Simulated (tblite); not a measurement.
# C6H8NO: the cost of one run

Computed with tblite 0.8.0 and PySCF 2.14.0, with density-fitted response routines of our own, on a single molecule in the gas phase. Atoms are numbered from 0 throughout.

## Step 1: The molecule as given

16 atoms, charge 0, multiplicity 2; geometry from: force field or distance geometry start.

Bonds of the start (Å): C0–C1 1.31, C1–C2 1.31, C2–C3 1.47, C3–C4 1.48, C4–O5 1.26, C4–N6 1.43, N6–C7 1.45, C0–H8 1.10, C2–H9 1.07, C3–H10 1.11, C3–H11 1.12, N6–H12 1.05, C7–H13 1.11, C7–H14 1.09, C7–H15 1.11.

## Step 2: Geometry optimisation with GFN2-xTB

What the job is given:

```
{"job": {"kind": "relax", "xc": "GFN2-xTB", "basis": "xTB"}, "charge": 0, "multiplicity": 2}
C     -4.275900     0.423400     0.310400
C     -2.992100     0.676900     0.193600
C     -1.701200     0.908100     0.123200
C     -0.809800    -0.253700     0.047300
C      0.619100     0.136900     0.101000
O      0.885400     1.362600     0.168700
N      1.660600    -0.838300     0.039100
C      3.027500    -0.344300     0.089900
H     -4.568300     0.241000     1.350100
H     -1.406500     1.934300     0.109600
H     -1.067300    -0.839100    -0.856700
H     -0.969100    -0.886300     0.959500
H      1.450000    -1.865200    -0.012100
H      3.761000    -1.103400    -0.254900
H      3.130100     0.589500    -0.470200
H      3.249100    -0.133700     1.159900
```

On the command line:

```sh
> OMP_NUM_THREADS=1 python probes_run.py task.json out
```

One launch serves the whole session: the jobs run in the order shown.

**Question.** How long does this first job take on 1 thread of Arm Neoverse V2, shared host?

About 1.2 s.
